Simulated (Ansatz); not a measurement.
# C₄H₁₂BClSi: how energies converge with the basis set

An exercise on one series of results from a longer session: the logs are not shown, and one member is left open.

Method: one geometry, several basis sets; program: Ansatz 0.2.0, Gaussian basis.

Plan: PBE0-D4/def2-SVP; ωB97M-V/def2-SVP; PBE0-D4/def2-QZVPP; ωB97M-V/def2-QZVPP; the functionals' def2-TZVPP values are taken from earlier runs.

### Structure used throughout

All runs share one geometry, relaxed beforehand with PBE0-D4 in a triple-zeta def2 set.

19 atoms, charge 0, spin multiplicity 1.

Atoms are counted from 1 here; the program's logs count them from 0.

Bond lengths: C1–Si2 1.870 Å, C1–H8 1.092 Å, C1–H9 1.094 Å, C1–H10 1.093 Å, Si2–C3 1.873 Å, Si2–C4 1.872 Å, Si2–C5 1.909 Å, C3–H11 1.093 Å, C3–H12 1.094 Å, C3–H13 1.093 Å, C4–H14 1.093 Å, C4–H15 1.093 Å, C4–H16 1.093 Å, C5–B6 1.526 Å, C5–H17 1.094 Å, C5–H18 1.095 Å, B6–Cl7 1.762 Å, B6–H19 1.194 Å. Angles: Si2–C1–H8 111.6°, Si2–C1–H9 110.5°, Si2–C1–H10 111.2°, H8–C1–H9 108.0°, H8–C1–H10 107.6°, H9–C1–H10 107.8°, C1–Si2–C3 110.0°, C1–Si2–C4 110.3°, C1–Si2–C5 109.7°, C3–Si2–C4 109.9°, C3–Si2–C5 107.3°, C4–Si2–C5 109.6°, Si2–C3–H11 111.2°, Si2–C3–H12 110.7°, Si2–C3–H13 111.3°, H11–C3–H12 107.8°, H11–C3–H13 107.9°, H12–C3–H13 107.8° and more.

The first run:

Input file in.yaml:

```yaml
crystal:
  periodic: [false, false, false]
  atoms:
    - {symbol: C, position_ang: [-1.722014, 0.712675, 0.400240]}
    - {symbol: Si, position_ang: [-0.201892, -0.316756, 0.046368]}
    - {symbol: C, position_ang: [-0.700166, -1.947949, -0.726783]}
    - {symbol: C, position_ang: [0.753989, -0.625751, 1.626387]}
    - {symbol: C, position_ang: [0.912005, 0.591077, -1.210252]}
    - {symbol: B, position_ang: [1.502235, 1.852182, -0.585870]}
    - {symbol: Cl, position_ang: [0.683636, 3.406016, -0.722426]}
    - {symbol: H, position_ang: [-1.461498, 1.672271, 0.852704]}
    - {symbol: H, position_ang: [-2.389101, 0.185320, 1.087913]}
    - {symbol: H, position_ang: [-2.281231, 0.919784, -0.515831]}
    - {symbol: H, position_ang: [-1.237744, -1.792221, -1.665692]}
    - {symbol: H, position_ang: [-1.355579, -2.509527, -0.055127]}
    - {symbol: H, position_ang: [0.173688, -2.569460, -0.938743]}
    - {symbol: H, position_ang: [1.021609, 0.311202, 2.121808]}
    - {symbol: H, position_ang: [1.679054, -1.174400, 1.430384]}
    - {symbol: H, position_ang: [0.158572, -1.215850, 2.328500]}
    - {symbol: H, position_ang: [0.276536, 0.781540, -2.080076]}
    - {symbol: H, position_ang: [1.688097, -0.138470, -1.464505]}
    - {symbol: H, position_ang: [2.499813, 1.858308, 0.071011]}
basis:
  gaussian: {orbitals: def2-SVP}
hamiltonian: {xc: pbe0, dispersion: d4}
output: {orbitals: {seedname: orbitals}}
```

Among the steps run: PBE0-D4 in def2-SVP; ωB97M-V in def2-SVP; PBE0-D4 in def2-QZVPP; ωB97M-V in def2-QZVPP.

One table of the session follows, with a row left open; its other results are not shown here.

It belongs to the step «Functionals by basis». 

```
functional       basis  HOMO (eV)
   PBE0-D4    def2-SVP      -7.96
   PBE0-D4  def2-TZVPP          ?
   PBE0-D4  def2-QZVPP      -8.08
   ωB97M-V    def2-SVP     -10.18
   ωB97M-V  def2-TZVPP     -10.30
   ωB97M-V  def2-QZVPP     -10.32
```

Q: Estimate the row for PBE0-D4, def2-TZVPP from the others.

The run gave: HOMO (eV): -8.06. In the column «HOMO (eV)» it lies between PBE0-D4, def2-QZVPP (-8.08) and PBE0-D4, def2-SVP (-7.96).
